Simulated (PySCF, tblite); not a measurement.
# C8H18BN: geometry, infrared bands and NMR shifts

What infrared bands and NMR shifts should C8H18BN (`CC#[N+][BH2-]C(C)(C)CCC`) show?

Computed with tblite 0.8.0 and PySCF 2.14.0, with density-fitted response routines of our own, on a single molecule in the gas phase. Atoms are numbered from 0 throughout.

## (1) Starting geometry

28 atoms, charge 0, multiplicity 1; geometry from: force field or distance geometry start.

Bonds of the start (Å): C0–C1 1.47, C1–N2 1.15, N2–B3 1.49, B3–C4 1.65, C4–C5 1.53, C4–C6 1.55, C4–C7 1.56, C7–C8 1.54, C8–C9 1.53, C0–H10 1.10, C0–H11 1.11, C0–H12 1.12, B3–H13 1.18, B3–H14 1.19, C5–H15 1.11, C5–H16 1.12, C5–H17 1.11, C6–H18 1.12, C6–H19 1.12, C6–H20 1.10, C7–H21 1.11, C7–H22 1.12, C8–H23 1.12, C8–H24 1.11, C9–H25 1.11, C9–H26 1.12, C9–H27 1.11.

## (2) Geometry optimisation with GFN2-xTB

Job settings and geometry (Å):

```
{"job": {"kind": "relax", "xc": "GFN2-xTB", "basis": "xTB"}, "charge": 0, "multiplicity": 1}
C      3.159300     2.283800     0.960400
C      2.459900     1.133000     0.380300
N      1.928800     0.209300    -0.057600
B      1.213000    -0.955300    -0.649000
C     -0.208300    -1.236400     0.135000
C      0.090300    -1.729000     1.557200
C     -0.970100    -2.349500    -0.619000
C     -1.075700     0.058700     0.235600
C     -1.470500     0.689900    -1.113800
C     -2.309900     1.954300    -0.893200
H      3.929000     2.636700     0.254900
H      3.618300     1.996300     1.925300
H      2.412000     3.101600     1.147000
H      1.035800    -0.773400    -1.805500
H      1.914800    -1.911900    -0.542200
H      0.710800    -2.651500     1.556400
H      0.643400    -0.951000     2.144300
H     -0.849500    -1.964200     2.100700
H     -1.967300    -2.517300    -0.145500
H     -0.401500    -3.308400    -0.568100
H     -1.124800    -2.095400    -1.682200
H     -0.546100     0.818100     0.841300
H     -2.010100    -0.182700     0.797400
H     -2.085000    -0.024200    -1.718500
H     -0.568200     0.976400    -1.688700
H     -2.589200     2.393200    -1.874300
H     -1.721100     2.711000    -0.323100
H     -3.239000     1.715200    -0.340900
```

Launch:

```console
> OMP_NUM_THREADS=1 python probes_run.py task.json out
```

One launch serves the whole session: the jobs run in the order shown.

**Question.** This job is followed by: GFN2-xTB harmonic vibrations, gas phase; PBE0-D3(BJ)/def2-SVP geometry optimisation, gas phase; GIAO PBE0/pcSseg-1 NMR shielding, non-relativistic, gas phase; GIAO KT2/pcSseg-1 NMR shielding, non-relativistic, gas phase. What will the session give for the following? strongest single infrared mode (GFN2-xTB); zero-point energy (GFN2-xTB); point group; rotational constants (main isotopes); ¹³C shifts against TMS (PBE0/pcSseg-1, means over atoms taken as alike); ¹H shifts against TMS (PBE0/pcSseg-1, means over atoms taken as alike); ¹⁵N shifts against NH3 (PBE0/pcSseg-1); ¹¹B shifts against BF3·OEt2 (PBE0/pcSseg-1); range of the shift of N2.

**Answer**, as computed:

```
                                                               quantity                                         value
                              strongest single infrared mode (GFN2-xTB)                         2448 cm⁻¹, 196 km/mol
                                           zero-point energy (GFN2-xTB)                                153.5 kcal/mol
                                                            point group                                            C1
                                   rotational constants (main isotopes)                          1.33, 0.87, 0.63 GHz
¹³C shifts against TMS (PBE0/pcSseg-1, means over atoms taken as alike)  116.2, 47.9, 31.1, 24.3, 21.7, 17.7, 2.0 ppm
 ¹H shifts against TMS (PBE0/pcSseg-1, means over atoms taken as alike)        2.26, 2.16, 1.32, 0.90, 0.80, 0.78 ppm
                                 ¹⁵N shifts against NH3 (PBE0/pcSseg-1)                                     238.0 ppm
                            ¹¹B shifts against BF3·OEt2 (PBE0/pcSseg-1)                                     -24.7 ppm
                                               range of the shift of N2                            224.3 to 238.0 ppm
```

**Reading.** The optimisation took 71 steps and gained 0.264 eV; among the close pairs (by a distance rule), C0–C1 changed most, from 1.466 to 1.432 Å (GFN2-xTB). All 78 modes are real, so the xTB geometry is a minimum. The strongest single mode, at 2448 cm⁻¹, moves mainly H13. GFN2-xTB is a fitted tight-binding method: band positions and strengths are rough. Its intensities can rank the bands wrongly. Relaxing lowered the energy by 0.157 eV in 4 steps; the close pair that moved most is N2–B3, from 1.460 to 1.536 Å (PBE0/def2-SVP). At PBE0/pcSseg-1: Shielding is most anisotropic at N2 (span 453 ppm, paramagnetic term -306 ppm). Across the 2 runs the shift of N2 moves most, between 224.3 (KT2/pcSseg-1) and 238.0 ppm (PBE0/pcSseg-1).
